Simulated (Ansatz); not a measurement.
Born–Oppenheimer molecular dynamics of a periodic cell of 16 atoms, WC (start crystal WC, start structure P-6m2, volume 1.05 times the crystal's). It starts from a structure without forces on its atoms.

Computed with DFT PBEsol, scalar-relativistic, plane waves, PAW in Ansatz 0.2.0. Settings: accuracy low, PAW set soft_1, cutoff 420 eV, k mesh 3x3x3, fermi-dirac smearing 0.24 eV, no spin polarisation.

| Item | Value |
| --- | --- |
| ensemble | NVT, Langevin thermostat |
| time step | 0.75 fs |
| steps asked | 170 |
| set temperature | 2800 K |
| friction | 0.02 /fs |
| seed | 231470 |

First frame:

```xyz
16
Lattice="-2.9530 -5.1148 0.0000 4.4296 -2.5574 0.0000 0.0000 0.0000 5.7734" Properties=species:S:1:pos:R:3
W 0.000 -5.115 0.000
C 1.476 -4.262 1.443
W 0.000 -5.115 2.887
C 1.476 -4.262 4.330
W -1.476 -2.557 0.000
C 0.000 -1.705 1.443
W -1.476 -2.557 2.887
C 0.000 -1.705 4.330
W 1.476 -2.557 0.000
C 2.953 -1.705 1.443
W 1.476 -2.557 2.887
C 2.953 -1.705 4.330
W 0.000 0.000 0.000
C -1.476 -4.262 1.443
W 0.000 0.000 2.887
C -1.476 -4.262 4.330
```

**Question.** What does the run give?

**Answer.** All steps were run.

```yaml
steps_done: 170
time_covered: 127.5 fs
mean_temperature_over_the_second_half: 2662 K
spread_of_the_potential_energy_over_the_second_half: 49.4 meV per atom
mean_potential_energy_of_the_second_half_above_the_start: 378.9 meV per atom
```

A run of 0.13 ps of so small a system gives no equilibrium averages. Limits of this set-up: coarse k mesh, PAW files made for another functional, low accuracy level.

**Question.** What happens to the structure?

**Answer.** Mean squared displacements from the first frame to the last, about the centre of mass: W 0.04 Å², C 0.04 Å². This is one draw of velocities; another would differ in detail.

**Question.** How do temperature and energy run in time?

**Answer.** 
```tsv
time (fs)	T (K)	potential energy less start (eV)
0	2625	0.000
10.5	1233	4.465
21	2352	2.505
31.5	1751	3.624
42	2590	3.727
52.5	1903	5.362
63	2636	5.517
73.5	2628	6.188
84	2719	5.390
94.5	2573	4.868
105	2685	6.868
115.5	2313	7.170
126	2430	6.310
```

Time of the run: 18 min on 2 threads of Intel(R) Xeon(R) Platinum 8259CL CPU @ 2.50GHz (Skylake/Cascade Lake), on a shared host, peak memory 0.83 GiB.
